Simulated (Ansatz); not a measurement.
Relaxation of a periodic cell of 17 atoms, HC16 (host C, host structure diamond, interstitial H), cell charge +1, to a largest force component of 0.03 eV/Å in at most 60 steps.

All numbers below come from DFT r2SCAN-D3(BJ), scalar-relativistic, plane waves, PAW (Ansatz). Settings: cutoff 500 eV, k mesh 3x3x3, gaussian smearing 0.02 eV, no spin polarisation.

```xyz
17
Lattice="0.0000 3.5700 3.5700 3.5700 0.0000 3.5700 3.5700 3.5700 0.0000" Properties=species:S:1:pos:R:3:forces:R:3
C 0.000 0.000 0.000 0.04 0.06 -0.04
C 0.892 0.892 0.892 -0.29 -0.34 0.24
C 1.785 1.785 0.000 -0.05 0.19 1.86
C 2.678 2.678 0.892 0.74 0.64 -0.72
C 1.785 0.000 1.785 0.30 0.26 -0.29
C 2.678 0.892 2.678 -0.24 -0.32 0.29
C 3.570 1.785 1.785 -1.82 0.16 0.02
C 4.463 2.678 2.678 -0.10 1.78 0.05
C 0.000 1.785 1.785 0.28 0.33 -0.36
C 0.892 2.678 2.678 -0.35 -0.26 0.36
C 1.785 3.570 1.785 0.02 -2.01 -0.08
C 2.678 4.463 2.678 1.98 0.05 0.16
C 1.785 1.785 3.570 0.35 0.31 -0.28
C 2.678 2.678 4.463 -0.05 -0.03 0.04
C 3.570 3.570 3.570 -0.66 -0.76 0.68
C 4.463 4.463 4.463 -0.19 0.07 -1.93
H 4.936 4.886 5.784 0.04 -0.13 0.00
```

Where does it end, and by what steps?

The run converged. Limits of this set-up: a small cell, in which the defect meets its images, charged cell in a uniform background, uncorrected. After 9 steps the energy has fallen by 0.608 eV; H17 moved furthest, 0.52 Å. Joined: C11–H17 (1.45 → 1.15 Å), C12–H17 (1.45 → 1.15 Å).

```json
{"step": "0", "energy less start (eV)": "0.0000", "largest force component (eV/Å)": "2.012", "accepted": "yes"}
{"step": "1", "energy less start (eV)": "-0.1920", "largest force component (eV/Å)": "0.756", "accepted": "yes"}
{"step": "2", "energy less start (eV)": "-0.2240", "largest force component (eV/Å)": "0.258", "accepted": "yes"}
{"step": "3", "energy less start (eV)": "-0.2363", "largest force component (eV/Å)": "0.383", "accepted": "yes"}
{"step": "4", "energy less start (eV)": "-0.2705", "largest force component (eV/Å)": "0.595", "accepted": "yes"}
{"step": "5", "energy less start (eV)": "-0.4186", "largest force component (eV/Å)": "0.606", "accepted": "yes"}
{"step": "6", "energy less start (eV)": "-0.4508", "largest force component (eV/Å)": "0.525", "accepted": "yes"}
{"step": "7", "energy less start (eV)": "-0.5651", "largest force component (eV/Å)": "0.768", "accepted": "yes"}
{"step": "8", "energy less start (eV)": "-0.6069", "largest force component (eV/Å)": "0.103", "accepted": "yes"}
{"step": "9", "energy less start (eV)": "-0.6084", "largest force component (eV/Å)": "0.028", "accepted": "yes"}
```

```xyz
17
Lattice="0.0000 3.5700 3.5700 3.5700 0.0000 3.5700 3.5700 3.5700 0.0000" Properties=species:S:1:pos:R:3
C -0.013 0.040 -0.004
C 0.882 0.917 0.899
C 1.773 1.847 0.043
C 2.680 2.719 0.899
C 1.764 0.023 1.786
C 2.655 0.914 2.674
C 3.542 1.805 1.787
C 4.442 2.706 2.674
C -0.011 1.815 1.781
C 0.863 2.689 2.680
C 1.679 3.494 1.702
C 2.754 4.569 2.759
C 1.761 1.795 3.562
C 2.638 2.691 4.465
C 3.528 3.568 3.562
C 4.400 4.475 4.418
H 5.300 4.520 5.797
```

Run time: 49 s on 2 threads of Intel(R) Xeon(R) Platinum 8488C (Sapphire Rapids), with other jobs on the host, peak memory 0.65 GiB.
